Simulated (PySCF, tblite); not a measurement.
**BClH₈OSi₃, a small molecule taken as a stand-in for a surface group (B on Si): NMR shifts, core binding energies and electronic excitations**

Aim: the NMR shifts, core binding energies and electronic excitations of `[SiH3]B([SiH3])O[SiH2]Cl`.

Computed with tblite 0.8.0 and PySCF 2.14.0; each step states its level. No surroundings beyond the atoms listed, unless a continuum is named. Atoms count from 0, parts from 1.

### Step 1. The system as given

14 atoms, charge 0, multiplicity 1; geometry: distance geometry start.

### Step 2. Geometry optimisation with GFN2-xTB

Job settings and geometry (Å):

```
{"job": {"kind": "relax", "xc": "GFN2-xTB", "basis": "xTB"}, "charge": 0, "multiplicity": 1}
Si     1.815222    -1.424179     2.338114
B      0.036976    -0.613981     2.289629
Si    -0.057921     1.163642     1.502365
O     -1.081360    -1.544053     1.959171
Si    -1.837456    -1.731679     0.381166
Cl    -0.657524    -3.000786    -0.838983
H      1.699286    -2.826360     2.103292
H      2.381132    -1.202124     3.597296
H      2.620697    -0.835218     1.320326
H      1.109040     1.401076     0.709683
H     -1.219231     1.257622     0.684795
H     -0.132585     2.135657     2.548640
H     -1.952323    -0.422289    -0.242398
H     -3.165452    -2.246738     0.513503
```

Method: GFN2-xTB geometry optimisation, gas phase.

Run with:

```console
$ OMP_NUM_THREADS=1 python cluster_run.py task.json out
```

One launch serves the whole session: the jobs run in the order shown.

**Question.** The jobs that follow are: PBE0-D3(BJ)/def2-SVP geometry optimisation, gas phase; GIAO PBE0/pcSseg-1 NMR shielding, non-relativistic, gas phase; delta-SCF UKS SCAN, pcX-2 on the ionised atom, pcseg-1 elsewhere, spin-free X2C; TDDFT CAM-B3LYP/def2-SVPD, vertical, gas phase, core orbitals frozen in the response. Predict: point group; rotational constants (main isotopes); 1H shifts against TMS (PBE0/pcSseg-1); 29Si shifts against TMS (PBE0/pcSseg-1); 11B shifts against BF3·OEt2 (PBE0/pcSseg-1); 17O shifts against H2O (PBE0/pcSseg-1); 35Cl shifts against HCl (PBE0/pcSseg-1); potential on the surface of density 0.002 e/bohr³, 1st and 99th percentile; Si2p binding energies, SCAN/pcX-2; B1s binding energies, SCAN/pcX-2; O1s binding energies, SCAN/pcX-2; lowest singlet (CAM-B3LYP/def2-SVPD); brightest single state of those computed; lowest triplet; vertical ionisation energy (ΔSCF); vertical electron affinity (ΔSCF).

As calculated:

| quantity | value |
| --- | --- |
| point group | C1 |
| rotational constants (main isotopes) | 1.95, 0.69, 0.56 GHz |
| 1H shifts against TMS (PBE0/pcSseg-1) | 5.77, 5.64, 3.68, 3.67, 3.60, 3.56, 3.50, 3.34 ppm |
| 29Si shifts against TMS (PBE0/pcSseg-1) | -9.6, -103.7, -120.2 ppm |
| 11B shifts against BF3·OEt2 (PBE0/pcSseg-1) | 90.3 ppm |
| 17O shifts against H2O (PBE0/pcSseg-1) | 304.9 ppm |
| 35Cl shifts against HCl (PBE0/pcSseg-1) | 42 ppm |
| potential on the surface of density 0.002 e/bohr³, 1st and 99th percentile | -0.34 V and 1.76 V |
| Si2p binding energies, SCAN/pcX-2 | Si4 108.96, Si2 106.54, Si0 106.40 eV |
| B1s binding energies, SCAN/pcX-2 | B1 196.62 eV |
| O1s binding energies, SCAN/pcX-2 | O3 538.82 eV |
| lowest singlet (CAM-B3LYP/def2-SVPD) | 3.71 eV (334 nm), f = 0.000 |
| brightest single state of those computed | state 4, 6.75 eV, f = 0.053 |
| lowest triplet | 3.09 eV |
| vertical ionisation energy (ΔSCF) | 9.03 eV |
| vertical electron affinity (ΔSCF) | 0.26 eV |

The start of the PBE0/def2-SVP relaxation was shaken at random by about 0.01 Å, so part of the energy gained, and of the first lengths quoted, undoes that. Relaxing lowered the energy by 0.306 eV in 10 steps; the close pair that moved most is Si4–Cl5, from 1.992 to 2.051 Å (PBE0/def2-SVP). No frequency check was run at this level, so the end point may be a saddle. Hydrogens of an XH3 group are listed apart at this fixed geometry; free rotation makes them one line at their mean. At PBE0/pcSseg-1: The largest span, 603 ppm, is at O3, where the paramagnetic term is -367 ppm. By nearest atom (PBE0/pcSseg-1), the HOMO sits on B1 31 %; Si0, Si2 about 16 % each and the LUMO on B1 55 %; O3 12 %. At SCAN/pcX-2: The Si2p levels kept as sound span 2.56 eV, from Si0 (silicon bonded to B, 3 H) up to Si4 (silicon bonded to Cl, O, 2 H). The first singlet state (HOMO→LUMO 0.98) lies at 3.71 eV and is dark; of the 6 states computed, the strongest absorption comes from state 4 at 6.75 eV. The lowest triplet lies 0.63 eV below the lowest singlet (triplets in Tamm-Dancoff, singlets in full TDDFT). The orbital energy would give 8.44 eV for ionisation, ΔSCF gives 9.03 eV. A capped cluster stands for the solid here, so long-range fields and strain are missing, and bands or shifts of the capping hydrogens have no counterpart in it.
